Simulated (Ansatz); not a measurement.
# CH₃F₃SSi: small, medium and large basis sets

An exercise on one series of results from a longer session: the logs are not shown, and one member is left open.

The runs use Ansatz 0.2.0, Gaussian basis; one geometry, several basis sets.

The runs, in order: PBE0-D4/def2-SVP; ωB97M-V/def2-SVP; PBE0-D4/def2-QZVPP; ωB97M-V/def2-QZVPP; the functionals' def2-TZVPP values are taken from earlier runs.

## The relaxed structure

All runs share one geometry, relaxed beforehand with PBE0-D4 in a triple-zeta def2 set.

SMILES `CS[Si](F)(F)F`, 9 atoms, charge 0, spin multiplicity 1.

Atoms are counted from 1 here; the program's logs count them from 0.

Bond lengths: C1–S2 1.824 Å, C1–H7 1.089 Å, C1–H8 1.089 Å, C1–H9 1.089 Å, S2–Si3 2.080 Å, Si3–F4 1.577 Å, Si3–F5 1.572 Å, Si3–F6 1.577 Å. Angles: S2–C1–H7 105.8°, S2–C1–H8 111.0°, S2–C1–H9 111.0°, H7–C1–H8 109.1°, H7–C1–H9 109.1°, H8–C1–H9 110.6°, C1–S2–Si3 98.2°, S2–Si3–F4 112.8°, S2–Si3–F5 109.0°, S2–Si3–F6 112.8°, F4–Si3–F5 108.4°, F4–Si3–F6 105.3°, F5–Si3–F6 108.4°.

As a file:

```mol
CH3F3SSi
  3D, bonds by distance, orders not assigned

  9  8  0  0  0  0  0  0  0  0999 V2000
   -0.0959   -1.2180    0.9090 C   0  0
    1.2883   -0.4002    0.0478 S   0  0
    0.2087    1.1230   -0.8683 Si  0  0
   -0.9148    0.5804   -1.8336 F   0  0
    1.1948    2.0158   -1.7066 F   0  0
   -0.5423    2.0466    0.1669 F   0  0
    0.3433   -2.0565    1.4472 H   0  0
   -0.8290   -1.5949    0.1981 H   0  0
   -0.5648   -0.5426    1.6223 H   0  0
  1  2  8  0
  2  3  8  0
  3  4  8  0
  3  5  8  0
  3  6  8  0
  1  7  8  0
  1  8  8  0
  1  9  8  0
M  END
```

Set-up of the first run:

Input file in.yaml:

```yaml
crystal:
  periodic: [false, false, false]
  atoms:
    - {symbol: C, position_ang: [-0.095859, -1.217996, 0.908989]}
    - {symbol: S, position_ang: [1.288349, -0.400151, 0.047832]}
    - {symbol: Si, position_ang: [0.208706, 1.123045, -0.868284]}
    - {symbol: F, position_ang: [-0.914785, 0.580411, -1.833556]}
    - {symbol: F, position_ang: [1.194780, 2.015836, -1.706551]}
    - {symbol: F, position_ang: [-0.542286, 2.046595, 0.166870]}
    - {symbol: H, position_ang: [0.343327, -2.056466, 1.447216]}
    - {symbol: H, position_ang: [-0.828999, -1.594908, 0.198124]}
    - {symbol: H, position_ang: [-0.564833, -0.542567, 1.622259]}
basis:
  gaussian: {orbitals: def2-SVP}
hamiltonian: {xc: pbe0, dispersion: d4}
output: {orbitals: {seedname: orbitals}}
```

Started as:

```bash
$ ansatz run in.yaml --threads 4 --pin off --events-out ev --progress --plain --max-ram 10444MiB
```

Steps of the session up to this table: PBE0-D4 in def2-SVP; ωB97M-V in def2-SVP; PBE0-D4 in def2-QZVPP; ωB97M-V in def2-QZVPP.

One table of the session follows, with a row left open; its other results are not shown here.

It belongs to the step «Density functionals: the series». 

| functional | basis | HOMO (eV) | LUMO (eV) |
| --- | --- | --- | --- |
| PBE0-D4 | def2-SVP | -7.78 | 0.20 |
| PBE0-D4 | def2-TZVPP | -7.84 | -0.21 |
| PBE0-D4 | def2-QZVPP | -7.86 | -0.40 |
| ωB97M-V | def2-SVP | -9.95 | 2.26 |
| ωB97M-V | def2-TZVPP | -10.04 | 1.70 |
| ωB97M-V | def2-QZVPP | ? | ? |

Q: Estimate the row for ωB97M-V, def2-QZVPP from the others.

The run gave: HOMO (eV): -10.08; LUMO (eV): 1.22. In the column «HOMO (eV)» it is the lowest.
